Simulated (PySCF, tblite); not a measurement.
**CH10Ge2Si, a small molecule taken as a stand-in for a surface group (Si site with back bonds C, [GeH3], [GeH3]): NMR shifts, core binding energies and electronic excitations**

Wanted: the NMR shifts, core binding energies and electronic excitations for `C[SiH]([GeH3])[GeH3]`.

Computed with tblite 0.8.0 and PySCF 2.14.0; each step states its level. No surroundings beyond the atoms listed, unless a continuum is named. Atoms count from 0, parts from 1.

### 1 Starting point

14 atoms, charge 0, multiplicity 1; geometry: distance geometry start.

### 2 Geometry optimisation with GFN2-xTB

What the job is given:

```
{"job": {"kind": "relax", "xc": "GFN2-xTB", "basis": "xTB"}, "charge": 0, "multiplicity": 1}
Si    -0.143367     0.004121    -0.559623
C     -1.950023    -0.064679    -0.174992
Ge     0.882095     1.887899     0.230926
Ge     1.024823    -1.817252     0.280677
H     -0.042513     0.033535    -2.033537
H     -2.453752     0.902574    -0.183426
H     -2.178932    -0.650440     0.776753
H     -2.425433    -0.653351    -1.004540
H      1.819205     2.410008    -0.891707
H      1.830842     1.479367     1.414147
H     -0.077160     2.945159     0.785491
H      0.187847    -2.390217     1.447177
H      1.161841    -2.848949    -0.869002
H      2.386788    -1.275053     0.771325
```

Level: GFN2-xTB geometry optimisation, gas phase.

Command:

```
$ OMP_NUM_THREADS=1 python cluster_run.py task.json out
```

One launch serves the whole session: the jobs run in the order shown.

Log:

```text
step      E/eV     max force
  0    -347.89738    2.307
  1    -348.03608    0.747
  2    -348.12235    0.830
  3    -348.19149    1.045
  4    -348.26307    0.743
  5    -348.30173    0.489
  6    -348.32934    0.500
  7    -348.34868    0.520
  8    -348.37098    0.544
  9    -348.38605    0.446
 10    -348.39567    0.258
 11    -348.40095    0.210
 12    -348.40430    0.179
 13    -348.40690    0.177
 14    -348.40881    0.121
 15    -348.41001    0.086
 16    -348.41089    0.091
 17    -348.41174    0.082
 18    -348.41265    0.090
 19    -348.41349    0.088
 20    -348.41419    0.088
 21    -348.41478    0.096
 22    -348.41538    0.082
 23    -348.41607    0.088
 24    -348.41691    0.085
 25    -348.41777    0.084
 26    -348.41843    0.075
 27    -348.41894    0.081
 28    -348.41954    0.087
 29    -348.42055    0.104
 30    -348.42216    0.149
 31    -348.42409    0.135
 32    -348.42587    0.130
 33    -348.42756    0.136
 34    -348.42931    0.127
 35    -348.43130    0.160
 36    -348.43291    0.117
 37    -348.43359    0.049
 38    -348.43382    0.040
 39    -348.43406    0.049
 40    -348.43441    0.072
 41    -348.43479    0.068
 42    -348.43504    0.040
 43    -348.43518    0.033
 44    -348.43529    0.032
 45    -348.43542    0.043
 46    -348.43559    0.047
 47    -348.43582    0.049
 48    -348.43610    0.056
 49    -348.43642    0.063
 50    -348.43672    0.051
 51    -348.43691    0.035
 52    -348.43701    0.030
 53    -348.43714    0.028
 54    -348.43734    0.044
 55    -348.43760    0.043
 56    -348.43786    0.039
 57    -348.43816    0.048
 58    -348.43851    0.056
 59    -348.43893    0.062
 60    -348.43943    0.051
 61    -348.43995    0.053
 62    -348.44044    0.046
 63    -348.44084    0.061
 64    -348.44044    0.108
 65    -348.44120    0.051
 66    -348.44131    0.037
 67    -348.44155    0.024
 68    -348.44163    0.025
 69    -348.44173    0.021
 70    -348.44178    0.019
 71    -348.44185    0.023
 72    -348.44194    0.027
 73    -348.44204    0.020
 74    -348.44210    0.016
 75    -348.44213    0.019
 76    -348.44216    0.017
 77    -348.44220    0.016
 78    -348.44225    0.016
 79    -348.44229    0.020
 80    -348.44234    0.027
 81    -348.44241    0.029
 82    -348.44251    0.026
 83    -348.44264    0.031
 84    -348.44278    0.034
 85    -348.44293    0.035
 86    -348.44306    0.037
 87    -348.44314    0.022
 88    -348.44319    0.021
 89    -348.44322    0.015
 90    -348.44326    0.019
 91    -348.44330    0.021
 92    -348.44334    0.017
 93    -348.44336    0.011
 94    -348.44338    0.008
 95    -348.44340    0.009
 96    -348.44340    0.007
```

Wall time 1.5 s (1 thread of Arm Neoverse V1, shared host).

The steps of the relaxation:

```
step  energy from step 0 (eV)  largest force (eV/Å)
   0                   0.0000                2.3072
   4                  -0.3657                0.7429
   8                  -0.4736                0.5441
  12                  -0.5069                0.1786
  16                  -0.5135                0.0907
  20                  -0.5168                0.0871
  24                  -0.5195                0.0851
  28                  -0.5222                0.0865
  32                  -0.5285                0.1293
  36                  -0.5355                0.1169
  40                  -0.5370                0.0717
  44                  -0.5379                0.0323
  48                  -0.5387                0.0560
  52                  -0.5396                0.0304
  56                  -0.5405                0.0383
  60                  -0.5421                0.0515
  64                  -0.5431                0.1078
  68                  -0.5442                0.0242
  72                  -0.5446                0.0269
  76                  -0.5448                0.0165
  80                  -0.5450                0.0266
  84                  -0.5454                0.0338
  88                  -0.5458                0.0216
  92                  -0.5460                0.0175
  96                  -0.5460                0.0073
```

Close pairs (by a distance rule), those that changed most:

```
   bond  before (Å)  after (Å)  change (Å)
 Ge2–H9       1.571      1.502      -0.069
Si0–Ge2       2.286      2.348      +0.062
 Si0–C1       1.848      1.901      +0.053
 Ge2–H8       1.553      1.500      -0.053
  C1–H6       1.141      1.088      -0.053
Ge3–H12       1.551      1.500      -0.050
Ge3–H13       1.546      1.501      -0.045
Ge3–H11       1.546      1.501      -0.044
```

### 3 Geometry optimisation at PBE0-D3(BJ)/def2-SVP

What the job is given:

```
{"job": {"xc": "PBE0", "basis": "def2-SVP", "d3": "d3bj", "grid": 2, "kind": "geom", "shake": 0.01}, "charge": 0, "multiplicity": 1}
Si    -0.072505    -0.015702    -0.636924
C     -1.939886    -0.053733    -0.172928
Ge     0.845365     1.958092     0.239672
Ge     0.996856    -1.918103     0.175398
H      0.019826     0.035889    -2.118000
H     -2.468286     0.830118    -0.540933
H     -2.043475    -0.079805     0.910729
H     -2.404030    -0.926202    -0.584689
H      1.720720     2.754241    -0.677958
H      1.763160     1.753608     1.442649
H     -0.128756     2.976651     0.752148
H      0.219506    -2.635869     1.271297
H      1.182973    -2.992880    -0.839489
H      2.302055    -1.700913     0.793437
```

Log:

```text
step   0  E = -4486.27851235  max force = 0.029222
step   1  E = -4486.28942918  max force = 0.005798
step   2  E = -4486.28986541  max force = 0.001025
step   3  E = -4486.28992146  max force = 0.000392
step   4  E = -4486.29004735  max force = 0.001815
step   5  E = -4486.29019287  max force = 0.002944
step   6  E = -4486.29057596  max force = 0.005080
step   7  E = -4486.29089957  max force = 0.004174
step   8  E = -4486.29159130  max force = 0.001168
step   9  E = -4486.29170148  max force = 0.001332
step  10  E = -4486.29183524  max force = 0.000601
step  11  E = -4486.29185713  max force = 0.000334
step  12  E = -4486.29186477  max force = 0.000157
optimisation converged
```

It took 4 min on 1 thread of Arm Neoverse V1, shared host; peak memory 0.78 GiB.

Relaxation path:

```
step  energy from step 0 (eV)  largest force component (eV/Å)
   0                   0.0000                          1.5027
   1                  -0.2971                          0.2981
   2                  -0.3089                          0.0527
   3                  -0.3105                          0.0202
   4                  -0.3139                          0.0933
   5                  -0.3178                          0.1514
   6                  -0.3283                          0.2612
   7                  -0.3371                          0.2146
   8                  -0.3559                          0.0601
   9                  -0.3589                          0.0685
  10                  -0.3625                          0.0309
  11                  -0.3631                          0.0172
  12                  -0.3633                          0.0081
```

Close pairs (by a distance rule), those that changed most:

```
   bond  before (Å)  after (Å)  change (Å)
Ge3–H13       1.460      1.541      +0.080
Si0–Ge3       2.329      2.384      +0.056
Ge3–H12       1.490      1.543      +0.053
 Ge2–H8       1.497      1.541      +0.043
Ge2–H10       1.500      1.543      +0.043
Si0–Ge2       2.347      2.385      +0.038
 Si0–C1       1.925      1.889      -0.035
  C1–H7       1.071      1.101      +0.030
```

The next job starts from the end point, and lists it.

```
                         at the end point                value
rotational constants (GHz, main isotopes)  2.854, 0.820, 0.674
                        dipole moment (D)                 1.02
```

### 4 NMR shieldings: PBE0/pcSseg-1

What the job is given:

```
{"job": {"kind": "nmr", "xc": "PBE0", "basis": "pcSseg-1"}, "charge": 0, "multiplicity": 1}
Si    -0.116760     0.099260    -0.607887
C     -1.942370    -0.085205    -0.158821
Ge     0.829392     2.015535     0.449990
Ge     1.110217    -1.833275     0.059211
H      0.035688     0.265906    -2.089833
H     -2.510401     0.811257    -0.450860
H     -2.060449    -0.229079     0.926041
H     -2.381956    -0.954868    -0.670837
H      2.294505     2.216065     0.017280
H      0.800770     1.850892     1.983286
H      0.040481     3.292694     0.094576
H      1.064533    -1.985743     1.593487
H      0.518177    -3.114684    -0.562927
H      2.586923    -1.726814    -0.367344
```

Method: GIAO PBE0/pcSseg-1 NMR shielding, non-relativistic, gas phase.

Log:

```text
coarse grid: 51144 points
cycle   1  E = -4486.3848615224  dE = -1.492e+00  |g| = 1.179e+00  |ddm| = 3.419e+00
cycle   2  E = -4486.3551145396  dE =  2.975e-02  |g| = 1.141e+00  |ddm| = 1.010e+00
cycle   3  E = -4486.4672312352  dE = -1.121e-01  |g| = 1.138e-01  |ddm| = 6.863e-01
cycle   4  E = -4486.4691776113  dE = -1.946e-03  |g| = 2.753e-02  |ddm| = 1.255e-01
cycle   5  E = -4486.4694090047  dE = -2.314e-04  |g| = 5.044e-03  |ddm| = 3.322e-02
cycle   6  E = -4486.4694141264  dE = -5.122e-06  |g| = 1.002e-03  |ddm| = 5.508e-03
final grid: 102936 points
cycle   7  E = -4486.4694155228  dE = -8.176e-08  |g| = 1.079e-03  |ddm| = 2.892e-03
cycle   8  E = -4486.4694155164  dE =  6.426e-09  |g| = 1.301e-03  |ddm| = 2.216e-03
cycle   9  E = -4486.4694157768  dE = -2.605e-07  |g| = 1.043e-04  |ddm| = 9.964e-04
cycle  10  E = -4486.4694157797  dE = -2.823e-09  |g| = 4.917e-06  |ddm| = 1.327e-04
cycle  11  E = -4486.4694157797  dE = -2.183e-11  |g| = 1.364e-06  |ddm| = 8.760e-06
converged SCF energy = -4486.4694157797

GIAO shielding tensors (ppm)
atom      isotropic    diamagn.    paramagn.     s11        s22        s33       span
  0 Si     414.779     880.340    -465.561    387.034    400.428    456.875     69.841
  1 C      190.783     253.281     -62.498    186.371    190.868    195.110      8.739
  2 Ge    1661.317    2758.967   -1097.649   1645.902   1653.464   1684.585     38.683
  3 Ge    1661.377    2759.003   -1097.625   1646.576   1652.899   1684.656     38.080
  4 H       27.162      28.762      -1.600     24.382     24.479     32.624      8.242
  5 H       30.701      29.535       1.166     25.155     28.329     38.619     13.464
  6 H       31.036      30.957       0.079     26.647     29.046     37.415     10.768
  7 H       30.699      29.588       1.110     25.202     28.260     38.633     13.431
  8 H       27.721      29.219      -1.498     21.208     23.000     38.955     17.747
  9 H       27.782      29.593      -1.811     21.580     23.349     38.419     16.839
 10 H       27.628      29.044      -1.416     21.274     22.399     39.212     17.937
 11 H       27.787      29.646      -1.859     21.593     23.356     38.412     16.819
 12 H       27.627      29.106      -1.479     21.273     22.392     39.215     17.942
 13 H       27.720      29.262      -1.542     21.198     23.005     38.958     17.760
```

Run time: 38 s. Hardware: 1 thread of Arm Neoverse V1, shared host; peak memory 0.97 GiB.

Shifts follow as δ = σ(reference) − σ, with reference shieldings (ppm) from runs at the same level and on the same kind of geometry: 1H TMS 31.27, 13C TMS 184.4, 29Si TMS 352.0, 73Ge GeMe4 1330. The references are single molecules in the gas phase. Atoms listed in one row are averaged.

```
   atoms                              environment  σ (ppm)  δ (ppm)
      C1                 carbon bonded to Si, 3 H    190.8     -6.4
      H4  hydrogen on a silicon bonded to C, 2 Ge    27.16     4.11
H10, H12     hydrogen on a germanium bonded to Si    27.63     3.64
 H8, H13     hydrogen on a germanium bonded to Si    27.72     3.55
      H9     hydrogen on a germanium bonded to Si    27.78     3.48
     H11     hydrogen on a germanium bonded to Si    27.79     3.48
  H5, H7        hydrogen on a carbon bonded to Si    30.70     0.57
      H6        hydrogen on a carbon bonded to Si    31.04     0.23
     Si0             silicon bonded to C, 2 Ge, H    414.8    -62.8
Ge2, Ge3              germanium bonded to Si, 3 H     1661     -331
```

The run also stored atomic charges by several schemes (e):

```
   atoms  Mulliken    IAO  Hirshfeld  ESP fit
     Si0      0.47   0.38       0.19     0.41
      C1     -0.61  -0.68      -0.21    -0.57
Ge2, Ge3     -0.16   0.17       0.19    -0.02
```

Mayer bond orders: Si0–C1 0.96, Si0–Ge2 0.89, Si0–Ge3 0.89.

### 5 Core-electron binding energies: SCAN, X2C

The job, as its differences from that of step 4:

```diff
@@ -1,2 +1,2 @@
-{"job": {"kind": "nmr", "xc": "PBE0", "basis": "pcSseg-1"}, "charge": 0, "multiplicity": 1}
+{"job": {"kind": "xps", "holes": 5}, "charge": 0, "multiplicity": 1}
 Si    -0.116760     0.099260    -0.607887
```

Level: delta-SCF UKS SCAN, pcX-2 on the ionised atom, pcseg-1 elsewhere, spin-free X2C.

Log:

```text
ground state, core basis on atom 0 (Si), 178 functions
  cycle   1  E = -4522.13196832  |g| = 4.02e-01
  cycle   2  E = -4522.09183146  |g| = 5.21e-01
  cycle   3  E = -4522.17242784  |g| = 5.22e-02
  cycle   4  E = -4522.17334719  |g| = 1.86e-02
  cycle   5  E = -4522.17348028  |g| = 3.99e-03
  cycle   6  E = -4522.17349189  |g| = 1.34e-03
  cycle   7  E = -4522.17348375  |g| = 3.93e-04
  E(ground) = -4522.42736410 Eh
hole in Si 2p of atom 0
  cycle   1  E = -4517.90410471  |g| = 1.24e+00
  cycle   2  E = -4517.53161189  |g| = 1.27e+00
  cycle   3  E = -4518.18021676  |g| = 3.02e-01
  cycle   4  E = -4518.24762080  |g| = 8.98e-02
  cycle   5  E = -4518.25351146  |g| = 7.23e-03
  cycle   6  E = -4518.25351362  |g| = 7.21e-03
  cycle   7  E = -4518.25354394  |g| = 1.09e-03
  cycle   8  E = -4518.25354456  |g| = 4.21e-04
  E(ion) = -4518.51908165 Eh   <S^2> = 0.7523   hole on atom = 1.002   binding energy = 106.350 eV
  2p3/2 = 106.152 eV   2p1/2 = 106.775 eV
ground state, core basis on atom 1 (C), 167 functions
  cycle   1  E = -4522.07934159  |g| = 5.96e-02
  cycle   2  E = -4522.07927055  |g| = 2.77e-02
  cycle   3  E = -4522.07934849  |g| = 2.18e-02
  cycle   4  E = -4522.07948980  |g| = 2.50e-03
  cycle   5  E = -4522.07950183  |g| = 3.91e-04
  E(ground) = -4522.37539443 Eh
hole in C 1s of atom 1
  cycle   1  E = -4510.83594299  |g| = 1.50e+00
  cycle   2  E = -4510.18265061  |g| = 1.77e+00
  cycle   3  E = -4511.36367134  |g| = 3.22e-01
  cycle   4  E = -4511.40580072  |g| = 1.05e-01
  cycle   5  E = -4511.41308299  |g| = 3.26e-02
  cycle   6  E = -4511.41377827  |g| = 6.20e-03
  cycle   7  E = -4511.41380556  |g| = 3.75e-03
  cycle   8  E = -4511.41381894  |g| = 9.60e-04
  cycle   9  E = -4511.41382175  |g| = 4.39e-04
  E(ion) = -4511.70842456 Eh   <S^2> = 0.7677   hole on atom = 1.000   binding energy = 290.263 eV
```

Run time: 19 s. Hardware: 1 thread of Arm Neoverse V1, shared host; peak memory 0.57 GiB.

The holes in one table. −ε is the ground-state orbital energy:

```
       hole  stands for                   environment  ΔSCF (eV; 2p as the shell's mean)  −ε (eV)   ⟨S²⟩
Si2p on Si0         Si0  silicon bonded to C, 2 Ge, H                             106.36     96.3  0.752
  C1s on C1          C1      carbon bonded to Si, 3 H                             290.26    273.6  0.768
```

With the spin-orbit splitting: Si0 2p3/2 106.15, 2p1/2 106.78 eV. The table gives each 2p level as the mean over the whole 2p shell (two parts 2p3/2, one part 2p1/2), which differs a little from the single hole in the log.

### 6 TDDFT and polarisability: CAM-B3LYP/def2-SVPD

The job, as its differences from that of step 5:

```diff
@@ -1,2 +1,2 @@
-{"job": {"kind": "xps", "holes": 5}, "charge": 0, "multiplicity": 1}
+{"job": {"kind": "uv", "xc": "CAM-B3LYP", "basis": "def2-SVPD", "nstates": 6, "ntriplets": 2, "ip": true}, "charge": 0, "multiplicity": 1}
 Si    -0.116760     0.099260    -0.607887
```

Level: TDDFT CAM-B3LYP/def2-SVPD, vertical, gas phase, core orbitals frozen in the response.

Log:

```text
coarse grid: 51144 points
cycle   1  E = -4487.1553658336  dE = -1.384e+00  |g| = 5.453e-01  |ddm| = 3.992e+00
cycle   2  E = -4487.1625148528  dE = -7.149e-03  |g| = 5.299e-01  |ddm| = 7.866e-01
cycle   3  E = -4487.1942175478  dE = -3.170e-02  |g| = 1.915e-02  |ddm| = 4.196e-01
cycle   4  E = -4487.1943560073  dE = -1.385e-04  |g| = 6.891e-03  |ddm| = 6.844e-02
cycle   5  E = -4487.1943734555  dE = -1.745e-05  |g| = 1.173e-03  |ddm| = 1.843e-02
cycle   6  E = -4487.1943740068  dE = -5.513e-07  |g| = 3.234e-04  |ddm| = 2.944e-03
final grid: 102936 points
cycle   7  E = -4487.1943462285  dE = -4.540e-08  |g| = 2.706e-04  |ddm| = 2.726e-03
cycle   8  E = -4487.1943462336  dE = -5.111e-09  |g| = 2.453e-04  |ddm| = 6.942e-04
cycle   9  E = -4487.1943462496  dE = -1.593e-08  |g| = 1.606e-05  |ddm| = 2.827e-04
cycle  10  E = -4487.1943462497  dE = -1.019e-10  |g| = 5.224e-06  |ddm| = 3.457e-05
converged SCF energy = -4487.1943462497

Static polarisability (au): isotropic 111.539, principal 94.777 110.343 129.497

Singlet excitations
state   eV       nm        f      main configurations
  1   6.6682    185.9   0.08158   H->L+1 0.83
  2   6.8393    181.3   0.25438   H->L 0.80, H->L+4 0.12
  3   7.1620    173.1   0.06779   H->L+2 0.83
  4   7.2204    171.7   0.00066   H->L+4 0.36, H->L+3 0.34, H-1->L+2 0.13
  5   7.4168    167.2   0.02001   H-1->L+1 0.66, H-1->L 0.21
  6   7.4732    165.9   0.34357   H->L+3 0.50, H->L+4 0.34

Triplet excitations (Tamm-Dancoff, eV): 5.9168 6.2959
Vertical ionisation energy (delta-SCF) = 9.5150 eV
```

Run time: 2.2 min. Hardware: 1 thread of Arm Neoverse V1, shared host; peak memory 1.1 GiB.

Frontier orbitals and where they lie:

```
orbital      eV                         atoms
 HOMO−3  -10.85  Ge2 22 %, Ge3 22 %, H10 12 %
 HOMO−2  -10.49    Si0 19 %, C1 18 %, H4 14 %
 HOMO−1   -9.63  Si0 28 %, Ge3 15 %, Ge2 15 %
   HOMO   -8.86  Si0 29 %, Ge2 22 %, Ge3 22 %
   LUMO    0.72  Ge3 27 %, Ge2 27 %, H12 10 %
 LUMO+1    0.82   Si0 20 %, C1 15 %, Ge2 14 %
 LUMO+2    1.02  Ge3 23 %, Ge2 23 %, Si0 14 %
```

With each of the 6 states as a Gaussian band of 0.4 eV half-width at 1/e, the curve within the window shown has maxima at 169 nm (ε 18,000) L/(mol cm). Beyond the last state computed it falls off for lack of states. The curve at chosen wavelengths:

| nm | ε (L/mol/cm) |
| --- | --- |
| 160 | 8608 |
| 162 | 11928 |
| 164 | 14843 |
| 165 | 15978 |
| 167 | 17434 |
| 169 | 17865 |
| 171 | 17616 |
| 172 | 17380 |
| 174 | 16918 |
| 176 | 16620 |
| 178 | 16449 |
| 179 | 16350 |
| 181 | 15972 |
| 183 | 15191 |
| 185 | 13925 |
| 186 | 13124 |
| 188 | 11274 |
| 190 | 9255 |
| 192 | 7265 |
| 193 | 6332 |
| 195 | 4660 |
| 197 | 3294 |
| 199 | 2241 |
| 200 | 1823 |
| 202 | 1176 |
| 204 | 734 |

Further results of this job:

```
           property  computed
  dipole moment (D)      1.03
polarisability (Å³)     16.53
 HOMO–LUMO gap (eV)      9.58
      −ε(HOMO) (eV)      8.86
```

### 7 Results

| quantity | value |
| --- | --- |
| rotational constants (main isotopes) | 2.85, 0.82, 0.67 GHz |
| 13C shifts against TMS (PBE0/pcSseg-1) | -6.4 ppm |
| 1H shifts against TMS (PBE0/pcSseg-1, means over atoms taken as alike) | 4.11, 3.64, 3.55, 3.48, 3.48, 0.57, 0.23 ppm |
| 29Si shifts against TMS (PBE0/pcSseg-1) | -62.8 ppm |
| 73Ge shifts against GeMe4 (PBE0/pcSseg-1, means over atoms taken as alike) | -331 ppm |
| Si2p binding energies, SCAN/pcX-2 | Si0 106.36 eV |
| C1s binding energies, SCAN/pcX-2 | C1 290.26 eV |
| lowest singlet (CAM-B3LYP/def2-SVPD) | 6.67 eV (186 nm), f = 0.082 |
| brightest single state of those computed | state 6, 7.47 eV, f = 0.344 |
| lowest triplet | 5.92 eV |
| vertical ionisation energy (ΔSCF) | 9.51 eV |

The start of the PBE0/def2-SVP relaxation was shaken at random by about 0.01 Å, so part of the energy gained, and of the first lengths quoted, undoes that. Over 12 steps the energy fell by 0.363 eV; of the close pairs, Ge3–H13 changed most, 1.460 to 1.541 Å (PBE0/def2-SVP). Hydrogens of an XH3 group are listed apart at this fixed geometry; free rotation makes them one line at their mean. At PBE0/pcSseg-1: Shielding is most anisotropic at Si0 (span 70 ppm, paramagnetic term -466 ppm). The first singlet state (HOMO→LUMO+1 0.83) lies at 6.67 eV and is bright; of the 6 states computed, the strongest absorption comes from state 6 at 7.47 eV (the last computed, so partners may be missing). The lowest triplet lies 0.75 eV below the lowest singlet (triplets in Tamm-Dancoff, singlets in full TDDFT). ΔSCF puts the ionisation energy at 9.51 eV, 0.65 eV above −ε(HOMO). Spin-orbit coupling is left out, which matters for shieldings and couplings at and beside the heavy atoms. A capped cluster stands for the solid here, so long-range fields and strain are missing, and bands or shifts of the capping hydrogens have no counterpart in it.
